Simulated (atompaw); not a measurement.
# Pseudopotential generation for Au: PAW (atompaw), PBEsol

Task: generate the file, and judge it by its logarithmic derivatives, its ghosts and its cutoff.

The numbers are computed with atompaw 4.2.0.5 (PBEsol, scalar-relativistic, spin-unpolarised reference atom).

### 1 Starting point

Typed settings, in words:

```json
{"element": "gold (Au, Z = 79)", "type": "PAW", "frozen core": "[Kr] 4d10 4f14", "valence charge": "19", "reference configuration": "5s2 5p6 5d10 6s1 6p0", "partial waves": "5s (bound): rc 1.60 bohr; 6s (bound): rc 2.05 bohr; 5p (bound): rc 1.25 bohr; 6p (bound, empty): rc 2.05 bohr; 5d (bound): rc 2.05 bohr; 5d channel at 0.25 Ry: rc 2.05 bohr", "local potential": "ultrasoft scheme with l = 3 at 0 Ry, radius 1.60 bohr", "core correction": "smooth core density matched at 2.05 bohr", "augmentation charge": "sinc compensation charge, radius 1.95 bohr; PAW radius 2.05 bohr; waves and projectors: custom polynom2 7 10 vanderbiltortho"}
```

An earlier all-electron run gives the scale for the radii.

All-electron outer shells of the reference configuration (PBEsol, scalar-relativistic, ld1.x):

```json
{"shell": "4d", "level (eV)": "-325.75", "outermost node (bohr)": "0.20", "outermost maximum (bohr)": "0.41"}
{"shell": "5s", "level (eV)": "-108.44", "outermost node (bohr)": "0.48", "outermost maximum (bohr)": "0.84"}
{"shell": "4f", "level (eV)": "-81.19", "outermost node (bohr)": "–", "outermost maximum (bohr)": "0.37"}
{"shell": "5p", "level (eV)": "-59.80", "outermost node (bohr)": "0.52", "outermost maximum (bohr)": "0.96"}
{"shell": "5d", "level (eV)": "-6.90", "outermost node (bohr)": "0.56", "outermost maximum (bohr)": "1.21"}
{"shell": "6s", "level (eV)": "-5.80", "outermost node (bohr)": "1.11", "outermost maximum (bohr)": "2.32"}
{"shell": "6p", "level (eV)": "-0.70", "outermost node (bohr)": "1.32", "outermost maximum (bohr)": "3.55"}
```

### 2 Generation

The input, Au.input:

```
Au 79
GGA-PBESOL scalarrelativistic loggrid 2001 logderivrange -10 5 376
6 6 5 4 0 0
6 0 1
6 1 0
0 0 0
c
c
c
c
v
v
c
c
c
v
v
c
c
v
c
2
2.05 1.95 1.60 2.05
n
n
y
0.25
n
custom polynom2 7 10 vanderbiltortho sinc
3 0 ultrasoft
1.60
2.05
1.25
2.05
2.05
2.05
PWSCFOUT
UPFDX 0.0125d0 UPFXMIN -7.d0 UPFZMESH 79.d0
END
```

On the command line:

```sh
$ atompaw < Au.input > Au.log
```

What does the calculation give? Wanted: cutoffs for 10 and 1 mRy, occupied levels; bound ghosts; largest phase difference near zero energy, channels read; lowest eigenvalue of the overlap; share of valence orbitals outside the PAW sphere; UPF file.

As calculated:

| quantity | value |
| --- | --- |
| cutoffs for 10 and 1 mRy, occupied levels | 180 Ry and over 300 Ry |
| bound ghosts | none found |
| largest phase difference near zero energy, channels read | 0.092 rad |
| lowest eigenvalue of the overlap (Bessel basis) | 0.583 (s) |
| share of valence orbitals outside the PAW sphere | 5s 0 %, 6s 77 %, 5p 2 %, 6p 96 %, 5d 22 % |
| UPF file | written |

In words: The potential is very hard: the looser tolerance needs 180 Ry. The tighter tolerance needs over 300 Ry, and converged work needs a cutoff nearer that. The slowest occupied level is 5p: taken alone it needs 200 Ry to come within 1 mRy, against 21 Ry for 5s. It is free of bound ghosts as far as tested. Near zero energy the largest phase difference among the channels read is 0.09 rad, in the s channel. Note that the frozen 4f shell (-81 eV) lies higher than the valence 5s shell (-108 eV). These are tests on the free atom; a crystal test is still owed.
